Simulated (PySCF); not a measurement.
# BrF (bromine fluoride): B3LYP/cc-pVTZ

What is the vertical ionisation energy of BrF (bromine fluoride) at B3LYP/cc-pVTZ? The job is set up through a Python script.

Program for the calculation: PySCF 2.14.0.

7 further runs of the same task are left out: 7 set aside as unsound or not needed.

## (1) Starting point

BrF: 2 atoms, total charge 0, spin state singlet. SMILES: `FBr`. The coordinates come from a GFN2-xTB relaxation.

Bond lengths: F1–Br2 1.800 Å.

## (2) The energy at B3LYP/cc-pVTZ

The input, geometry.xyz:

```xyz
2

F      0.000000     0.000000     0.000000
Br     0.000000     0.000000     1.799940
```

The input, calc.py:

```python
from pyscf import gto, dft

mol = gto.M(
    atom='geometry.xyz',
    max_memory=1860,
    verbose=3,
    basis='cc-pvtz',
)

mf = dft.RKS(mol, xc='b3lyp')
mf.conv_tol = 1e-10
mf.grids.level = 5
mf.kernel()
if not mf.converged:
    mf = mf.newton().run(mf.mo_coeff, mf.mo_occ)

e_final = mf.e_tot
print(f'total energy: {e_final:.8f} hartree')
```

Launch:

```sh
$ OMP_NUM_THREADS=1 python calc.py
```

What it wrote:

```text
converged SCF energy = -2674.04745269999
total energy: -2674.04745270 hartree
```

It took 3.9 s on 1 thread of Intel Xeon 6975P-C (Granite Rapids), shared host; peak memory 0.34 GiB.

## (3) The doublet cation

The input, input.py:

```python
from pyscf import gto, dft

mol = gto.M(
    atom='''
F      0.000000     0.000000     0.000000
Br     0.000000     0.000000     1.799940
''',
    max_memory=1860,
    basis='cc-pvtz',
    spin=1,
    verbose=4,
    charge=1,
)

ks = dft.UKS(mol)
ks.xc = 'b3lyp'
ks.conv_tol = 1e-10
ks.grids.level = 5
ks.kernel()
if not ks.converged:
    ks = ks.newton().run(ks.mo_coeff, ks.mo_occ)

etot = ks.e_tot
print('E(%s) = %.9f' % ('B3LYP', etot))
```

Launch:

```sh
$ OMP_NUM_THREADS=1 python input.py
```

What it wrote:

```text
PySCF version 2.14.0

[INPUT] num. atoms = 2
[INPUT] num. electrons = 43
[INPUT] charge = 1
[INPUT] spin (= nelec alpha-beta = 2S) = 1
[INPUT] symmetry False subgroup None
[INPUT] Mole.unit = angstrom
[INPUT] Symbol           X                Y                Z      unit          X                Y                Z       unit  Magmom
[INPUT]  1 F      0.000000000000   0.000000000000   0.000000000000 AA    0.000000000000   0.000000000000   0.000000000000 Bohr   0.0
[INPUT]  2 Br     0.000000000000   0.000000000000   1.799940000000 AA    0.000000000000   0.000000000000   3.401393640650 Bohr   0.0

nuclear repulsion = 92.6090988809627
number of shells = 19
number of NR pGTOs = 153
number of NR cGTOs = 73
basis = cc-pvtz
ecp = {}

******** <class 'pyscf.dft.uks.UKS'> ********
method = UKS
initial guess = minao
damping factor = 0
level_shift factor = 0
DIIS = <class 'pyscf.scf.diis.CDIIS'>
diis_start_cycle = 1
diis_space = 8
diis_damp = 0
SCF conv_tol = 1e-10
SCF conv_tol_grad = None
SCF max_cycles = 50
direct_scf = True
direct_scf_tol = 1e-13
number electrons alpha = 22  beta = 21
XC library pyscf.dft.libxc version 7.0.0
    S. Lehtola, C. Steigemann, M. J.T. Oliveira, and M. A.L. Marques.,  SoftwareX 7, 1–5 (2018)
XC functionals = b3lyp
    P. J. Stephens, F. J. Devlin, C. F. Chabalowski, and M. J. Frisch.,  J. Phys. Chem. 98, 11623 (1994)
radial grids:
    Treutler-Ahlrichs [JCP 102, 346 (1995); DOI:10.1063/1.469408] (M4) radial grids

becke partition: Becke, JCP 88, 2547 (1988); DOI:10.1063/1.454033
pruning grids: <function nwchem_prune>
grids dens level: 5
symmetrized grids: False
atomic radii adjust function: <function treutler_atomic_radii_adjust>
small_rho_cutoff = 0
Set gradient conv threshold to 1e-05
tot grids = 88616
init E= -2673.07562070898
[... the frontier-level lines of each cycle are left out ...]



cycle= 1 E= -2673.48903966037  delta_E= -0.413  |g|= 0.523  |ddm|= 1.02
cycle= 2 E= -2672.53531989159  delta_E= 0.954  |g|= 1.59  |ddm|= 1.03
cycle= 3 E= -2673.59046178695  delta_E= -1.06  |g|= 0.239  |ddm|= 0.79
cycle= 4 E= -2673.60856912742  delta_E= -0.0181  |g|= 0.0228  |ddm|= 0.114
cycle= 5 E= -2673.60871048403  delta_E= -0.000141  |g|= 0.00393  |ddm|= 0.0127
cycle= 6 E= -2673.60872267615  delta_E= -1.22e-05  |g|= 0.00171  |ddm|= 0.00457
cycle= 7 E= -2673.60872409445  delta_E= -1.42e-06  |g|= 0.00152  |ddm|= 0.00178
cycle= 8 E= -2673.60872520741  delta_E= -1.11e-06  |g|= 0.000452  |ddm|= 0.001
cycle= 9 E= -2673.60872533543  delta_E= -1.28e-07  |g|= 7.6e-05  |ddm|= 0.000556
cycle= 10 E= -2673.60872533964  delta_E= -4.21e-09  |g|= 2.08e-05  |ddm|= 6.55e-05
cycle= 11 E= -2673.60872534087  delta_E= -1.23e-09  |g|= 6.75e-06  |ddm|= 6.05e-05
cycle= 12 E= -2673.60872534096  delta_E= -9.23e-11  |g|= 1.19e-06  |ddm|= 1.88e-05
Extra cycle  E= -2673.60872534096  delta_E= 4.55e-12  |g|= 3.47e-06  |ddm|= 2.05e-06
converged SCF energy = -2673.60872534096  <S^2> = 0.75260247  2S+1 = 2.0026008
E(B3LYP) = -2673.608725341
```

Wall time 7.5 s (1 thread of Intel Xeon 6975P-C (Granite Rapids), shared host); peak memory 0.35 GiB.

## (4) What came out

Level: B3LYP/cc-pVTZ.

| quantity | value |
| --- | --- |
| singlet BrF: total energy | -2674.04745 Eh |
| singlet BrF: dipole moment | 1.52 D |
| singlet BrF: HOMO energy | -8.65 eV |
| singlet BrF: LUMO energy | -3.94 eV |
| singlet BrF: HOMO–LUMO gap | 4.70 eV |
| doublet cation: total energy | -2673.60873 Eh |
| doublet cation: HOMO energy (highest over α and β) | -17.37 eV |
| doublet cation: LUMO energy (lowest over α and β) | -15.26 eV |
| doublet cation: ⟨S²⟩ | 0.753 |
| vertical ionisation energy (to the doublet cation) | 11.938 eV |

What this shows: The vertical ionisation energy comes to 11.94 eV (1152 kJ/mol). −ε(HOMO) before ionisation, 8.65 eV, is 3.29 eV below this ionisation energy.
